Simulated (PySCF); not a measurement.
**Tl(SH)3: other spin states, a change of charge and excitations**

Aim: at the relaxed geometry of Tl(SH)3, try other spin states, a change of charge and excitations. The species was built from a template and needn't be a known compound.

The runs use PySCF 2.14.0; TPSS, Tl def2-SVP with ECP60, S def2-SVP, H def2-SVP; scalar-relativistic core potentials, no spin–orbit coupling.

4 further runs of the same task are left out: 2 for a known fault of the program, 1 that didn't finish, 1 set aside as unsound or not needed.

## 1. Starting geometry

7 atoms, charge 0, spin multiplicity 1.

Bond lengths: Tl1–S2 2.498 Å, Tl1–S4 2.503 Å, Tl1–S6 2.490 Å, S2–H3 1.359 Å, S4–H5 1.358 Å, S6–H7 1.358 Å. Angles: S2–Tl1–S4 121.0°, S2–Tl1–S6 118.7°, S4–Tl1–S6 120.3°, Tl1–S2–H3 92.9°, Tl1–S4–H5 92.6°, Tl1–S6–H7 92.5°.

Coordinates:

```
Tl    0.7083   -0.2032    0.1556
S    -0.5806    0.3490    2.2225
H    -1.7182    0.6075    1.5261
S    -0.4299   -0.3715   -2.0674
H    -1.6578   -0.1638   -1.5249
S     3.1584   -0.6058    0.3456
H     3.2839   -0.8387   -0.9862
```

Formal oxidation states: Tl +3. An earlier session relaxed this geometry at TPSS, Tl def2-SVP with ECP60, S def2-SVP, H def2-SVP (singlet, point group C1).

Its energy there is -1368.604772 Eh.

## 2. Multiplicity 3 at the relaxed geometry

run.py (the lines that set the calculation)

```python
mol = gto.M(atom='''
Tl     0.70831    -0.20323     0.15562
S     -0.58058     0.34897     2.22251
H     -1.71817     0.60751     1.52607
S     -0.42993    -0.37147    -2.06736
H     -1.65783    -0.16381    -1.52485
S      3.15839    -0.60576     0.34556
H      3.28385    -0.83875    -0.98624''',
    basis={'Tl': 'def2-SVP', 'S': 'def2-SVP', 'H': 'def2-SVP'},
    ecp={'Tl': 'def2-SVP'},
    charge=0, spin=2)
mf = dft.UKS(mol, xc='TPSS')
mf.grids.atom_grid = (50, 194)
mf = mf.density_fit()  # fitting sets: Tl def2-universal-JKFIT, S def2-universal-JKFIT, H def2-universal-JKFIT
mf.conv_tol = 1e-08; mf.max_cycle = 55
mf.kernel(dm0)  # dm0: free metal ions and neutral atoms
```

Started as:

```bash
OMP_NUM_THREADS=2 python run.py
```

Standard output:

```text
init E= -1406.88612618313
cycle= 1 E= -1363.51650333713  delta_E= 43.4  |g|= 2.91  |ddm|= 5.38
cycle= 2 E= -1325.71876680697  delta_E= 37.8  |g|= 4.84  |ddm|= 12.7
cycle= 3 E= -1366.11449518951  delta_E= -40.4  |g|= 1.78  |ddm|= 11.8
cycle= 4 E= -1367.59022241732  delta_E= -1.48  |g|= 1.06  |ddm|= 3.68
cycle= 5 E= -1365.59356352957  delta_E=    2  |g|= 1.52  |ddm|= 4.02
cycle= 6 E= -1368.36365110067  delta_E= -2.77  |g|= 0.375  |ddm|= 3.64
cycle= 7 E= -1368.1718169337  delta_E= 0.192  |g|= 0.586  |ddm|= 1.58
cycle= 8 E= -1368.37813754207  delta_E= -0.206  |g|= 0.333  |ddm|= 1.36
cycle= 9 E= -1368.4785079354  delta_E= -0.1  |g|= 0.151  |ddm|= 1.06
cycle= 10 E= -1368.43829024438  delta_E= 0.0402  |g|= 0.238  |ddm|= 1.05
cycle= 11 E= -1368.45854167951  delta_E= -0.0203  |g|=  0.2  |ddm|= 0.112
cycle= 12 E= -1368.46858239882  delta_E= -0.01  |g|= 0.178  |ddm|= 0.0669
cycle= 13 E= -1368.46908731595  delta_E= -0.000505  |g|= 0.175  |ddm|= 0.868
cycle= 14 E= -1368.45996634256  delta_E= 0.00912  |g|= 0.198  |ddm|= 0.989
cycle= 15 E= -1368.47111971902  delta_E= -0.0112  |g|= 0.171  |ddm|= 0.817
cycle= 16 E= -1368.47087958304  delta_E= 0.00024  |g|= 0.172  |ddm|= 0.035
cycle= 17 E= -1368.46589067211  delta_E= 0.00499  |g|= 0.183  |ddm|= 0.0626
cycle= 18 E= -1368.47334168388  delta_E= -0.00745  |g|= 0.166  |ddm|= 0.0656
cycle= 19 E= -1368.48299079712  delta_E= -0.00965  |g|= 0.141  |ddm|= 0.132
cycle= 20 E= -1368.48395692533  delta_E= -0.000966  |g|= 0.14  |ddm|= 0.899
cycle= 21 E= -1368.48073987235  delta_E= 0.00322  |g|= 0.143  |ddm|= 1.02
...
cycle= 47 E= -1368.5063971771  delta_E= -2.17e-05  |g|= 0.00437  |ddm|= 0.00367
  HOMO = -0.130174586001  LUMO = -0.123909457702  gap/eV = 0.17048
cycle= 48 E= -1368.50640752261  delta_E= -1.03e-05  |g|= 0.00342  |ddm|= 0.00265
  HOMO = -0.13019325204  LUMO = -0.123923413648  gap/eV = 0.17061
cycle= 49 E= -1368.50641459893  delta_E= -7.08e-06  |g|= 0.00255  |ddm|= 0.00228
  HOMO = -0.130179698724  LUMO = -0.123913848827  gap/eV = 0.17050
cycle= 50 E= -1368.50641939001  delta_E= -4.79e-06  |g|= 0.00172  |ddm|= 0.002
  HOMO = -0.130174698416  LUMO = -0.123913277183  gap/eV = 0.17038
cycle= 51 E= -1368.50642123566  delta_E= -1.85e-06  |g|= 0.00138  |ddm|= 0.00147
  HOMO = -0.130178049186  LUMO = -0.123921262068  gap/eV = 0.17026
cycle= 52 E= -1368.50642197896  delta_E= -7.43e-07  |g|= 0.00126  |ddm|= 0.00101
  HOMO = -0.130178527382  LUMO = -0.123923053284  gap/eV = 0.17022
cycle= 53 E= -1368.50642254697  delta_E= -5.68e-07  |g|= 0.00112  |ddm|= 0.000718
  HOMO = -0.130177934579  LUMO = -0.123923465591  gap/eV = 0.17019
cycle= 54 E= -1368.50642294759  delta_E= -4.01e-07  |g|= 0.000996  |ddm|= 0.000535
  HOMO = -0.130178422257  LUMO = -0.123924344545  gap/eV = 0.17018
cycle= 55 E= -1368.50642325647  delta_E= -3.09e-07  |g|= 0.000879  |ddm|= 0.000407
SCF not converged.
macro= 0  E= -1368.50642425316  delta_E= -9.96683e-07  |g|= 0.000110117  2 KF 6 JK
macro= 1  E= -1368.50642425315  delta_E= 5.00222e-12  |g|= 3.65518e-05  1 KF 2 JK
macro X = 2  E=-1368.50642425315  |g|= 3.65518e-05  total 4 KF 11 JK
converged SCF energy = -1368.50642425315  <S^2> = 2.0047097  2S+1 = 3.0031382
```

Run time: 69 s. Hardware: 2 threads of Arm Neoverse V1, shared host.

Read off: E = -1368.506424 Eh (+2.676 eV from the relaxed state), HOMO -3.54 eV, LUMO -6.09 eV (over both spins), ⟨S²⟩ = 2.005, Mulliken charge on Tl1 +0.25 e. An empty level of one spin lies below a filled level of the other.

## 3. One electron removed, multiplicity 2

Changes to run.py (the lines that set the calculation) since step 2:

```diff
@@ -10,3 +10,3 @@
     ecp={'Tl': 'def2-SVP'},
-    charge=0, spin=2)
+    charge=1, spin=1)
 mf = dft.UKS(mol, xc='TPSS')
@@ -15,2 +15,2 @@
 mf.conv_tol = 1e-08; mf.max_cycle = 55
-mf.kernel(dm0)  # dm0: free metal ions and neutral atoms
+mf.kernel(dm0)  # dm0: the density of the relaxed state
```

Started as:

```bash
OMP_NUM_THREADS=2 python run.py
```

Standard output:

```text
init E= -1368.60846518703
cycle= 1 E= -1368.24539070782  delta_E= 0.363  |g|= 0.19  |ddm|= 0.73
  HOMO = -0.367231535516  LUMO = -0.366088696834  gap/eV = 0.03110
cycle= 2 E= -1367.74359935777  delta_E= 0.502  |g|= 0.726  |ddm|= 1.45
  HOMO = -0.436991809716  LUMO = -0.423668738101  gap/eV = 0.36254
cycle= 3 E= -1368.19131959596  delta_E= -0.448  |g|= 0.286  |ddm|= 1.34
  HOMO = -0.423779053628  LUMO = -0.410895957459  gap/eV = 0.35057
cycle= 4 E= -1368.20237751034  delta_E= -0.0111  |g|= 0.271  |ddm|= 1.08
  HOMO = -0.420545985487  LUMO = -0.40732227369  gap/eV = 0.35984
cycle= 5 E= -1368.19062330273  delta_E= 0.0118  |g|= 0.28  |ddm|= 0.81
  HOMO = -0.414243966924  LUMO = -0.412759802452  gap/eV = 0.04039
cycle= 6 E= -1368.25556219512  delta_E= -0.0649  |g|= 0.143  |ddm|= 0.763
  HOMO = -0.41608580594  LUMO = -0.40990922014  gap/eV = 0.16807
cycle= 7 E= -1368.23025679575  delta_E= 0.0253  |g|= 0.208  |ddm|= 0.997
  HOMO = -0.415756036854  LUMO = -0.410401882373  gap/eV = 0.14569
cycle= 8 E= -1368.23429239018  delta_E= -0.00404  |g|= 0.201  |ddm|= 0.031
  HOMO = -0.41628742482  LUMO = -0.409470451598  gap/eV = 0.18550
cycle= 9 E= -1368.2278448682  delta_E= 0.00645  |g|= 0.212  |ddm|= 0.13
  HOMO = -0.416352561137  LUMO = -0.409215823851  gap/eV = 0.19420
cycle= 10 E= -1368.22661085364  delta_E= 0.00123  |g|= 0.214  |ddm|= 0.00914
  HOMO = -0.416346998643  LUMO = -0.409236243368  gap/eV = 0.19349
cycle= 11 E= -1368.22672107062  delta_E= -0.00011  |g|= 0.214  |ddm|= 0.000526
...
  HOMO = -0.410447520929  LUMO = -0.315831516242  gap/eV = 2.57463
cycle= 48 E= -1368.280548694  delta_E= -5.03e-08  |g|= 0.000362  |ddm|= 0.000803
  HOMO = -0.410466701487  LUMO = -0.315833468255  gap/eV = 2.57510
cycle= 49 E= -1368.28054865204  delta_E= 4.2e-08  |g|= 0.000483  |ddm|= 0.000571
  HOMO = -0.410471561412  LUMO = -0.315832155129  gap/eV = 2.57527
cycle= 50 E= -1368.28054865075  delta_E= 1.29e-09  |g|= 0.000514  |ddm|= 0.000335
  HOMO = -0.410471391852  LUMO = -0.31583296067  gap/eV = 2.57524
cycle= 51 E= -1368.28054863419  delta_E= 1.66e-08  |g|= 0.000546  |ddm|= 0.000225
  HOMO = -0.410463859356  LUMO = -0.315832938514  gap/eV = 2.57504
cycle= 52 E= -1368.28054863498  delta_E= -7.9e-10  |g|= 0.000555  |ddm|= 0.000149
  HOMO = -0.410463963165  LUMO = -0.31583328894  gap/eV = 2.57503
cycle= 53 E= -1368.28054873894  delta_E= -1.04e-07  |g|= 0.00046  |ddm|= 0.00019
  HOMO = -0.410461165643  LUMO = -0.315835649545  gap/eV = 2.57489
cycle= 54 E= -1368.28054865411  delta_E= 8.48e-08  |g|= 0.000559  |ddm|= 0.000188
  HOMO = -0.410458889414  LUMO = -0.31583430863  gap/eV = 2.57487
cycle= 55 E= -1368.28054849615  delta_E= 1.58e-07  |g|= 0.000691  |ddm|= 0.00021
SCF not converged.
  HOMO = -0.415832942665  LUMO = -0.410474689086  gap/eV = 0.14581
macro= 0  E= -1368.28054904154  delta_E= -5.45391e-07  |g|= 0.000690933  1 KF 4 JK
macro= 1  E= -1368.28054904155  delta_E= -5.91172e-12  |g|= 3.52908e-05  1 KF 2 JK
macro X = 2  E=-1368.28054904155  |g|= 3.52908e-05  total 3 KF 9 JK
converged SCF energy = -1368.28054904155  <S^2> = 0.75365709  2S+1 = 2.0036538
```

It took 63 s on 2 threads of Arm Neoverse V1, shared host.

It gives: E = -1368.280549 Eh (+8.823 eV from the relaxed state), HOMO -11.17 eV, LUMO -11.32 eV (over both spins), ⟨S²⟩ = 0.754, Mulliken charge on Tl1 +0.51 e. An empty level of one spin lies below a filled level of the other.

## 4. One electron added, multiplicity 2

Changes to run.py (the lines that set the calculation) since step 3:

```diff
@@ -10,3 +10,3 @@
     ecp={'Tl': 'def2-SVP'},
-    charge=1, spin=1)
+    charge=-1, spin=1)
 mf = dft.UKS(mol, xc='TPSS')
```

Started as:

```bash
OMP_NUM_THREADS=2 python run.py
```

Standard output:

```text
init E= -1368.60826558837
  HOMO = -0.1313061835  LUMO = -0.127403412216  gap/eV = 0.10620
cycle= 1 E= -1368.62217537081  delta_E= -0.0139  |g|= 0.153  |ddm|= 1.74
  HOMO = 0.0944100601645  LUMO = 0.111078172117  gap/eV = 0.45356
cycle= 2 E= -1368.62283913484  delta_E= -0.000664  |g|= 0.166  |ddm|= 0.795
  HOMO = 0.0616207963356  LUMO = 0.0791796286821  gap/eV = 0.47780
cycle= 3 E= -1368.63976144212  delta_E= -0.0169  |g|= 0.0242  |ddm|= 0.362
  HOMO = 0.0595394140763  LUMO = 0.0775946292433  gap/eV = 0.49131
cycle= 4 E= -1368.640070959  delta_E= -0.00031  |g|= 0.0103  |ddm|= 0.0516
  HOMO = 0.0585154919081  LUMO = 0.0769181486759  gap/eV = 0.50076
cycle= 5 E= -1368.64014571068  delta_E= -7.48e-05  |g|= 0.00289  |ddm|= 0.0233
  HOMO = 0.0584808554698  LUMO = 0.0769729790427  gap/eV = 0.50320
cycle= 6 E= -1368.64015149992  delta_E= -5.79e-06  |g|= 0.000608  |ddm|= 0.00541
  HOMO = 0.0584974415227  LUMO = 0.0770612810022  gap/eV = 0.50515
cycle= 7 E= -1368.64015179009  delta_E= -2.9e-07  |g|= 0.000192  |ddm|= 0.00139
  HOMO = 0.0584984424206  LUMO = 0.0770703236335  gap/eV = 0.50537
cycle= 8 E= -1368.64015180835  delta_E= -1.83e-08  |g|= 0.000125  |ddm|= 0.000511
  HOMO = 0.0584986475763  LUMO = 0.0770730441669  gap/eV = 0.50544
cycle= 9 E= -1368.64015181945  delta_E= -1.11e-08  |g|= 5.63e-05  |ddm|= 0.000328
  HOMO = 0.0584982858919  LUMO = 0.0770730406401  gap/eV = 0.50544
cycle= 10 E= -1368.64015182203  delta_E= -2.58e-09  |g|= 1.2e-05  |ddm|= 0.000127
  HOMO = 0.0584981694288  LUMO = 0.0770725640363  gap/eV = 0.50544
Extra cycle  E= -1368.64015182193  delta_E= 9.69e-11  |g|= 1.82e-05  |ddm|= 5.45e-05
converged SCF energy = -1368.64015182193  <S^2> = 0.7517235  2S+1 = 2.0017228
```

Wall time 5.2 s (2 threads of Arm Neoverse V1, shared host).

Read off: E = -1368.640152 Eh (-0.963 eV from the relaxed state), HOMO 1.59 eV, LUMO 2.10 eV (over both spins), ⟨S²⟩ = 0.752, Mulliken charge on Tl1 +0.13 e. The highest filled level lies above zero; it isn't the detachment energy.

## 5. Singlet excitations, Tamm-Dancoff CAM-B3LYP

Changes to run.py (the lines that set the calculation) since step 4:

```diff
@@ -10,4 +10,4 @@
     ecp={'Tl': 'def2-SVP'},
-    charge=-1, spin=1)
-mf = dft.UKS(mol, xc='TPSS')
+    charge=0, spin=0)
+mf = dft.RKS(mol, xc='CAMB3LYP')
 mf.grids.atom_grid = (50, 194)
```

Started as:

```bash
OMP_NUM_THREADS=2 python run.py
```

Standard output:

```text
init E= -1368.5492567696
  HOMO = -0.318329765588305  LUMO = -0.0683929561205572  gap/eV = 6.80113
cycle= 1 E= -1368.55362213691  delta_E= -0.00437  |g|= 0.0246  |ddm|= 0.275
  HOMO = -0.315339000692976  LUMO = -0.0653090955248983  gap/eV = 6.80366
cycle= 2 E= -1368.55387412245  delta_E= -0.000252  |g|= 0.0153  |ddm|= 0.0665
  HOMO = -0.317365708704784  LUMO = -0.0655591766366282  gap/eV = 6.85200
cycle= 3 E= -1368.55395142352  delta_E= -7.73e-05  |g|= 0.00491  |ddm|= 0.0311
  HOMO = -0.317282530062568  LUMO = -0.0656819622770524  gap/eV = 6.84640
cycle= 4 E= -1368.55396129814  delta_E= -9.87e-06  |g|= 0.00127  |ddm|= 0.00972
  HOMO = -0.317194437882013  LUMO = -0.0653772343356282  gap/eV = 6.85230
cycle= 5 E= -1368.55396197424  delta_E= -6.76e-07  |g|= 0.000212  |ddm|= 0.00352
  HOMO = -0.317187188820037  LUMO = -0.0653872864020564  gap/eV = 6.85182
cycle= 6 E= -1368.5539619931  delta_E= -1.89e-08  |g|= 6.87e-05  |ddm|= 0.000425
  HOMO = -0.317194058073379  LUMO = -0.065384310053589  gap/eV = 6.85209
cycle= 7 E= -1368.55396199505  delta_E= -1.95e-09  |g|= 2.42e-05  |ddm|= 0.000161
  HOMO = -0.317187522016948  LUMO = -0.0653819518734663  gap/eV = 6.85198
Extra cycle  E= -1368.55396199507  delta_E= -2.64e-11  |g|= 2.42e-05  |ddm|= 6.99e-05
converged SCF energy = -1368.55396199507
```

Run time: 44 s. Hardware: 2 threads of Arm Neoverse V1, shared host.

It gives: E = -1368.553962 Eh, HOMO -8.63 eV, LUMO -1.78 eV, Mulliken charge on Tl1 +0.38 e. 

Singlet excitations:

| state | energy (eV) | oscillator strength |
| --- | --- | --- |
| 1 | 3.59 | 0.0003 |
| 2 | 3.60 | 0.0003 |
| 3 | 4.22 | 0.0167 |
| 4 | 4.97 | 0.0951 |
| 5 | 5.06 | 0.0589 |
| 6 | 5.90 | 0.0011 |
| 7 | 6.09 | 0.0044 |
| 8 | 6.22 | 0.0027 |

## 6. Results

| state | energy from the relaxed state (eV) | ⟨S²⟩ | time |
| --- | --- | --- | --- |
| charge 0, singlet, vacuum (relaxed) | 0 | 0.00 |  |
| charge -1, doublet, vacuum | -0.96 | 0.75 | 5.2 s |
| charge 0, triplet, vacuum | 2.68 | 2.00 | 69 s |
| charge +1, doublet, vacuum | 8.82 | 0.75 | 63 s |

An electron taken off or put on is at rest in vacuum. 

In the excitation run (CAM-B3LYP), the lowest singlet lies at 3.59 eV (gaps between orbitals at other levels can't be set against it), and the brightest of the eight at 4.97 eV (f = 0.095); spin–orbit coupling would mix in triplets. Removing an electron vertically costs 8.82 eV (doublet), against −HOMO = 6.28 eV. Adding an electron vertically releases 0.96 eV (doublet). The triplet lies 2.68 eV above at this geometry. The bases are small and lack diffuse functions. Spin–orbit coupling is left out.
